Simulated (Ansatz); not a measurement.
Gd, space group Fm-3m: a convergence test of the plane-wave cutoff, run with Ansatz 0.2.0 through its Python package.

`ecut.py`:
```python
# -*- coding: utf-8 -*-
"""Convergence of Gd with the plane-wave cutoff."""

import argparse

import ansatz as az
from pymatgen.core import Lattice, Structure
from pymatgen.io.ase import AseAtomsAdaptor

parser = argparse.ArgumentParser(description="Convergence of Gd with the plane-wave cutoff.")
parser.add_argument("--functional", default="lda", help="exchange-correlation functional")
parser.add_argument("--filling", required=True, help="how the bands are filled")
parser.add_argument("--sigma", type=float, default=0.2, help="smearing width (eV)")
parser.add_argument("--n-empty", type=int, required=True, help="empty bands")
args = parser.parse_args()


def main():
    pmg_structure = Structure(
        Lattice([(0.0, 2.585819, 2.585819), (2.585819, 0.0, 2.585819), (2.585819, 2.585819, 0.0)]),
        ["Gd"],
        [
            (0.0, 0.0, 0.0),
        ],
    )
    cell = az.Crystal.from_ase(AseAtomsAdaptor.get_atoms(pmg_structure)).moments(Gd=7)

    setup = (
        cell.calculation()
        .functional(args.functional)
        .kpoints(6)
        .occupations(args.filling, width=args.sigma)
        .spin("collinear")
        .scf(extra_bands=args.n_empty)
        .forces()
        .stress()
    )

    rows = []
    for value in [300, 350, 400, 450, 500, 550]:
        report = setup.basis(value).run(threads=1).report
        rows.append((value, report["free_energy_ev"] / len(report["lattice"]["sites"]), report["n_iterations"], sum(report["stress_gpa"][i][i] for i in range(3)) / 3, max(abs(f) for row in report["forces_ev_ang"] for f in row), report["magnetization_mub"], report["n_pw"]))

    print(" cutoff (eV)   F/atom (eV)    iterations       P (GPa)  max component (eV/A)  moment (muB)   plane waves")
    for row in rows:
        print(f"{str(row[0]):>12s}  {row[1]:12.5f}  {row[2]:12d}  {row[3]:12.3f}  {row[4]:20.4f}  {row[5]:12.3f}  {row[6]:12d}")

    # differences from the last row
    for row in rows[:-1]:
        shift = 1000 * (row[1] - rows[-1][1])
        print(f"{row[0]}: {shift:+.2f} meV/atom" + ("  (within 1 meV)" if abs(shift) < 1 else ""))


if __name__ == "__main__":
    main()
```

From which cutoff on is the energy per atom within 1 meV of the last row, and how does it get there?

From 450 eV on it stays within 1 meV an atom of the value at 550 eV; the first row (300 eV) is off by 240.4 meV and the last but one by 0.30 meV. The energy falls steadily, as expected when plane waves are added. The pressure moves from -5.02 to -5.51 GPa (the program's stress holds a Pulay correction, so it settles early). The last run costs about 1.5 times the first.

The run itself:

```console
$ python ecut.py --filling cold --n-empty 16
DeckWarning: basis.ecutwfc = 300 eV is below the records' recommended 420 eV, and the density's cutoff is lower with it unless basis.ecutrho_ratio is high enough to keep the records' density cutoff: compare with a run at a higher cutoff
DeckWarning: basis.ecutwfc = 350 eV is below the records' recommended 420 eV, and the density's cutoff is lower with it unless basis.ecutrho_ratio is high enough to keep the records' density cutoff: compare with a run at a higher cutoff
DeckWarning: basis.ecutwfc = 400 eV is below the records' recommended 420 eV, and the density's cutoff is lower with it unless basis.ecutrho_ratio is high enough to keep the records' density cutoff: compare with a run at a higher cutoff
 cutoff (eV)   F/atom (eV)    iterations       P (GPa)  max component (eV/A)  moment (muB)   plane waves
         300   -9126.47250            15        -5.017                0.0000         7.198           411
         350   -9126.69620            14        -5.454                0.0000         7.238           531
         400   -9126.71046            14        -5.507                0.0000         7.243           609
         450   -9126.71193            14        -5.507                0.0000         7.243           749
         500   -9126.71261            14        -5.507                0.0000         7.243           893
         550   -9126.71291            14        -5.507                0.0000         7.243           965
300: +240.41 meV/atom
350: +16.71 meV/atom
400: +2.46 meV/atom
450: +0.98 meV/atom  (within 1 meV)
500: +0.30 meV/atom  (within 1 meV)
```
(Warnings from the package without file and line.)

What to keep in mind:
- Open f shells: without a Hubbard U, without spin-orbit coupling; the state reached hangs on the start and needn't be the lowest.
- The mesh is modest for a metal, so energies can be off by several to tens of meV an atom and pressures by half a GPa or more; differences at equal mesh fare better.
- The overall sign of a collinear moment is arbitrary, and semilocal functionals can give small moments to compounds that are paramagnetic.
- The free energy holds a sizeable smearing term, which stands for no physical temperature.
- Forces vanish by symmetry here and test nothing.
- Pressure is positive in compression.
- This isn't the structure that Gd takes at ambient conditions.
- Shifts are counted from the last row, which is itself no proven limit.
- Timing: 17 s on 1 thread of Arm Neoverse V2, on a shared host, peak memory 0.47 GiB.
